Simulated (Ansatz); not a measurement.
# ClF3H2W: molecular dynamics

The plan is to follow the molecule's vibrations and see whether its bonds hold. The start is relaxed first. Runs: 300 steps of 0.5 fs at constant energy, with velocities drawn for 300 K.

Program: Ansatz 0.2.0. Level of theory: RKS PBE0/def2-SVP. These are calculated values, not measurements.

## Step 1: The starting structure

Bond lengths: W1–H2 1.720 Å, W1–F3 1.850 Å, W1–F4 1.850 Å, W1–Cl5 2.390 Å, W1–F6 1.850 Å, W1–H7 1.720 Å. Angles (14 of 15 angles, heavy atoms first): F3–W1–F4 90.0°, F3–W1–Cl5 180.0°, F3–W1–F6 90.0°, F4–W1–Cl5 90.0°, F4–W1–F6 180.0°, Cl5–W1–F6 90.0°, H2–W1–F3 90.0°, H2–W1–F4 90.0°, H2–W1–Cl5 90.0°, H2–W1–F6 90.0°, F3–W1–H7 90.0°, F4–W1–H7 90.0°, Cl5–W1–H7 90.0°, F6–W1–H7 90.0°.

As a file:

```xyz
7

W     0.0000    0.0000    0.0000
H     0.0000    0.0000    1.7200
F     1.8500    0.0000    0.0000
F     0.0000    1.8500    0.0000
Cl   -2.3900    0.0000    0.0000
F     0.0000   -1.8500    0.0000
H     0.0000    0.0000   -1.7200
```

## Step 2: Preparing the start

input.yaml

```yaml
crystal:
  periodic: [false, false, false]
  atoms:
    - { symbol: W, position_ang: [0.0, 0.0, 0.0] }
    - { symbol: H, position_ang: [0.0, 0.0, 1.72] }
    - { symbol: F, position_ang: [1.85, 0.0, 0.0] }
    - { symbol: F, position_ang: [0.0, 1.85, 0.0] }
    - { symbol: Cl, position_ang: [-2.39, 0.0, 0.0] }
    - { symbol: F, position_ang: [0.0, -1.85, 0.0] }
    - { symbol: H, position_ang: [0.0, 0.0, -1.72] }
basis:
  gaussian: { orbitals: def2-SVP }
hamiltonian:
  xc: pbe0
relax:
  f_tol: 0.02
  max_steps: 40
```

Command:

```console
ansatz run input.yaml --threads 2 --pin off --max-ram 3072MiB --backend cpu --events-out ev --progress --plain --runs-dir out
```

After this run come: The run.

**Question.** What will these runs give? Wanted: relaxation of the start; temperature, first and last step; temperature, second half; potential energy, second half; largest change of the total energy; bonds formed or broken.

As calculated:

| quantity | value |
| --- | --- |
| relaxation of the start | 7 moves, 1.720 eV lower |
| length | 300 steps of 0.5 fs |
| temperature, first and last step | 300 and 217 K |
| temperature, second half | mean 190 K, from 139 to 264 K |
| potential energy, second half | +10 meV/atom from the start |
| largest change of the total energy | 0.03 meV/atom |
| bonds formed or broken | 0 |

**Reading.** The temperature starts at 300 K and averages 190 K in the second half, where it ranges from 139 to 264 K; a mean near half the start is what vibrations about a minimum give, since they share energy equally between motion and strain. The total energy strays from its start by at most 0.03 meV/atom, 0.2 % of the mean kinetic energy, which is good for a step of 0.5 fs. No bond forms or breaks. A run of 150 fs with 7 atoms shows the motion but fixes no equilibrium value. The nuclei move classically, without zero-point motion, which matters most for hydrogen.
